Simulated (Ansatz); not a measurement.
# CH4InNSe: two geometries relaxed

All numbers below are computed with Ansatz 0.2.0 (RKS r2SCAN/def2-SVP).

## Step 1: The starting structure

Bond lengths: N1–C2 1.251 Å, C2–Se3 1.897 Å, C2–In4 2.270 Å, N1–H5 1.022 Å, Se3–H6 1.451 Å, In4–H7 1.772 Å, In4–H8 1.768 Å. Angles: N1–C2–Se3 117.5°, N1–C2–In4 130.0°, Se3–C2–In4 112.4°, C2–N1–H5 116.7°, C2–Se3–H6 94.9°, C2–In4–H7 116.8°, C2–In4–H8 120.2°, H7–In4–H8 123.0°.

As a file:

```xyz
8

N     0.7423    1.4352   -0.4554
C     0.2441    0.4735    0.1714
Se    0.0657    0.6503    2.0513
In   -0.6042   -1.4868   -0.5957
H     0.8231    1.3304   -1.4688
H     0.6142    1.9925    2.1014
H    -0.9141   -1.5969   -2.3364
H    -0.9711   -2.7982    0.5320
```

## Step 2: End point A

The input, input.yaml:

```yaml
crystal:
  periodic: [false, false, false]
  atoms:
    - { symbol: "N", position_ang: [0.74229, 1.43524, -0.45539] }
    - { symbol: C, position_ang: [0.24411, 0.47346, 0.17144] }
    - { symbol: Se, position_ang: [0.06569, 0.65029, 2.05133] }
    - { symbol: In, position_ang: [-0.60421, -1.48681, -0.59565] }
    - { symbol: H, position_ang: [0.82311, 1.33041, -1.46884] }
    - { symbol: H, position_ang: [0.61419, 1.99246, 2.10145] }
    - { symbol: H, position_ang: [-0.91411, -1.5969, -2.33637] }
    - { symbol: H, position_ang: [-0.97106, -2.79815, 0.53203] }
basis:
  gaussian: { orbitals: def2-SVP }
hamiltonian:
  xc: r2scan
relax:
  f_tol: 0.02
  max_steps: 50
output:
  orbitals: {}
```

Started as:

```sh
ansatz run input.yaml --threads 2 --pin off --max-ram 3072MiB --backend cpu --events-out ev --progress --plain --runs-dir out
```

Q: Estimate wall time and peak memory on 2 threads of Arm Neoverse V1, shared host.

About 57 s, with a peak of 0.16 GiB.
